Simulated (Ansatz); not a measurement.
# H10O3Si4: the cost of one run

Computed with Ansatz 0.2.0 (DFT PBE, Gaussian basis def2-tzvp, unless a step's input says otherwise).

## 1. The system as given

Bond lengths (14 of 16 bonds, heavy atoms first): Si1–O3 1.641 Å, O3–Si4 1.656 Å, Si1–O8 1.636 Å, O8–Si9 1.658 Å, Si1–O13 1.635 Å, O13–Si14 1.656 Å, Si1–H2 1.480 Å, Si4–H5 1.495 Å, Si4–H6 1.492 Å, Si4–H7 1.495 Å, Si9–H10 1.495 Å, Si9–H11 1.495 Å, Si9–H12 1.492 Å, Si14–H15 1.495 Å. Angles (14 of 27 angles, heavy atoms first): O3–Si1–O8 108.4°, O3–Si1–O13 110.7°, O8–Si1–O13 110.1°, Si1–O3–Si4 144.7°, Si1–O8–Si9 143.2°, Si1–O13–Si14 146.6°, H2–Si1–O3 110.2°, H2–Si1–O8 109.7°, H2–Si1–O13 107.8°, O3–Si4–H5 110.3°, O3–Si4–H6 107.6°, O3–Si4–H7 110.3°, O8–Si9–H10 110.5°, O8–Si9–H11 110.4°.

As a file:

```xyz
17

Si    0.0034    0.0914   -0.0761
H     0.6705    1.0620    0.8201
O     1.1098   -0.6397   -1.0421
Si    1.3263   -1.7553   -2.2472
H     0.6396   -1.3069   -3.4968
H     2.7927   -1.8746   -2.4935
H     0.7758   -3.0820   -1.8315
O    -1.0766    0.8707   -1.0266
Si   -2.1927    0.6417   -2.2306
H    -1.5678   -0.0482   -3.4001
H    -3.3382   -0.1778   -1.7296
H    -2.6843    1.9879   -2.6444
O    -0.7621   -1.0094    0.8603
Si   -1.7050   -2.3701    0.9041
H    -2.6462   -2.3940   -0.2568
H    -0.8375   -3.5866    0.8627
H    -2.4773   -2.3518    2.1806
```

## 2. Relaxing the atoms: H10O3Si4

Contents of input.yaml:

```yaml
relax:
  f_tol: 0.001
  max_steps: 200
crystal:
  periodic: [false, false, false]
  atoms:
    - { symbol: Si, position_ang: [0.00341, 0.09138, -0.07608] }
    - { symbol: H, position_ang: [0.67049, 1.06204, 0.82014] }
    - { symbol: O, position_ang: [1.10982, -0.63972, -1.04211] }
    - { symbol: Si, position_ang: [1.32634, -1.75532, -2.24719] }
    - { symbol: H, position_ang: [0.63961, -1.30691, -3.49682] }
    - { symbol: H, position_ang: [2.79271, -1.87457, -2.49345] }
    - { symbol: H, position_ang: [0.77577, -3.08202, -1.83148] }
    - { symbol: O, position_ang: [-1.0766, 0.8707, -1.0266] }
    - { symbol: Si, position_ang: [-2.1927, 0.64166, -2.23057] }
    - { symbol: H, position_ang: [-1.56778, -0.04817, -3.40008] }
    - { symbol: H, position_ang: [-3.33825, -0.1778, -1.72959] }
    - { symbol: H, position_ang: [-2.68429, 1.98791, -2.64441] }
    - { symbol: O, position_ang: [-0.76211, -1.00944, 0.86027] }
    - { symbol: Si, position_ang: [-1.70499, -2.37009, 0.90412] }
    - { symbol: H, position_ang: [-2.64615, -2.39397, -0.25681] }
    - { symbol: H, position_ang: [-0.83747, -3.58659, 0.8627] }
    - { symbol: H, position_ang: [-2.47734, -2.35177, 2.18058] }
basis:
  gaussian: { orbitals: def2-tzvp }
hamiltonian:
  xc: pbe
```

Launch:

```sh
$ ansatz run input.yaml --threads 8 --pin off --max-ram 8192MiB --backend cpu --events-out ev --progress --plain --runs-dir out
```

**Question.** How long does this run take on 8 threads of Arm Neoverse N1, shared host, and how much memory does it need?

About 5.8 min, with a peak of 0.59 GiB.
